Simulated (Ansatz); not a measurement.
# GeH₄OS₂: a ladder of functionals and wavefunction methods

An exercise on one series of results from a longer session: the logs are not shown, and one member is left open.

Computed with Ansatz 0.2.0, Gaussian basis. Level: functionals in def2-TZVPP, the program's frozen cores in correlated methods.

Plan: LDA (SPW92), PBE-D4, revPBE-D4, BLYP-D4, r2SCAN-D4, B97M-V, PBE0-D4, B3LYP-D4, r2SCANh-D4, r2SCAN0-D4, HSE06-D4, BHLYP-D4, CAM-B3LYP-D4, LC-ωPBE, ωB97X-V, ωB97M-V, B2PLYP, PBE-QIDH; CCSD(T)/def2-SVP; CCSD(T)/def2-TZVPP; MP2/def2-QZVPP; extrapolation to the limit; RPA on PBE.

**The relaxed structure**

All runs share one geometry, relaxed beforehand with PBE0-D4 in a triple-zeta def2 set.

8 atoms, charge 0, spin multiplicity 1.

Atoms are counted from 1 here; the program's logs count them from 0.

Bond lengths: O1–Ge2 1.774 Å, O1–H5 0.961 Å, Ge2–S3 2.235 Å, Ge2–H6 1.532 Å, Ge2–H7 1.537 Å, S3–S4 2.062 Å, S4–H8 1.347 Å. Angles: Ge2–O1–H5 111.2°, O1–Ge2–S3 109.7°, O1–Ge2–H6 106.1°, O1–Ge2–H7 109.5°, S3–Ge2–H6 108.2°, S3–Ge2–H7 108.2°, H6–Ge2–H7 115.0°, Ge2–S3–S4 96.9°, S3–S4–H8 97.9°.

The first run:

Contents of in.yaml:

```yaml
crystal:
  periodic: [false, false, false]
  atoms:
    - {symbol: O, position_ang: [-1.184290, 1.107069, -0.049112]}
    - {symbol: Ge, position_ang: [0.566533, 0.908220, 0.154915]}
    - {symbol: S, position_ang: [0.998762, -1.102841, 1.028275]}
    - {symbol: S, position_ang: [0.099702, -2.215367, -0.456628]}
    - {symbol: H, position_ang: [-1.513581, 0.565570, -0.771351]}
    - {symbol: H, position_ang: [0.999159, 1.973283, 1.167639]}
    - {symbol: H, position_ang: [1.256062, 0.995759, -1.216243]}
    - {symbol: H, position_ang: [-1.130148, -2.288794, 0.086804]}
basis:
  gaussian: {orbitals: def2-TZVPP}
hamiltonian: {xc: lda}
output: {orbitals: {seedname: orbitals}}
```

Steps of the session up to this table: LDA; PBE-D4 (GGA); revPBE-D4 (GGA); BLYP-D4 (GGA); r2SCAN-D4 (meta-GGA); B97M-V (meta-GGA); PBE0-D4 (hybrid); B3LYP-D4 (hybrid); r2SCANh-D4 (hybrid); r2SCAN0-D4 (hybrid); HSE06-D4 (hybrid); BHLYP-D4 (hybrid); CAM-B3LYP-D4 (range-separated); LC-ωPBE (range-separated); ωB97X-V (range-separated); ωB97M-V (range-separated); B2PLYP (double hybrid); PBE-QIDH (double hybrid).

One of the session's tables, all rows but one given; the rest of the session is left out.

It belongs to the step «Frontier levels by functional». 

```
  functional  HOMO (eV)  gap (eV)
 LDA (SPW92)      -6.25      3.87
      PBE-D4      -6.11      3.95
   revPBE-D4      -6.06      3.99
     BLYP-D4          ?         ?
   r2SCAN-D4      -6.38      4.40
      B97M-V      -6.48      4.58
     PBE0-D4      -7.30      6.12
    B3LYP-D4      -7.07      5.65
  r2SCANh-D4      -6.82      5.20
  r2SCAN0-D4      -7.47      6.39
    HSE06-D4      -6.91      5.34
    BHLYP-D4      -8.36      8.23
CAM-B3LYP-D4      -8.59      8.54
     LC-ωPBE      -9.94     11.10
     ωB97X-V      -9.59     10.62
     ωB97M-V      -9.41     10.29
```

**Question.** Estimate the row for BLYP-D4.

Worked estimate for «HOMO (eV)». Against the share of exact exchange, B3LYP-D4 (0.2, -7.07), BHLYP-D4 (0.5, -8.36) give a slope of -4.30 per unit share; at 0 the line stands at -6.21.

**Answer.** HOMO (eV): -5.95; gap (eV): 3.93. In «HOMO (eV)» the line misses by -0.26.
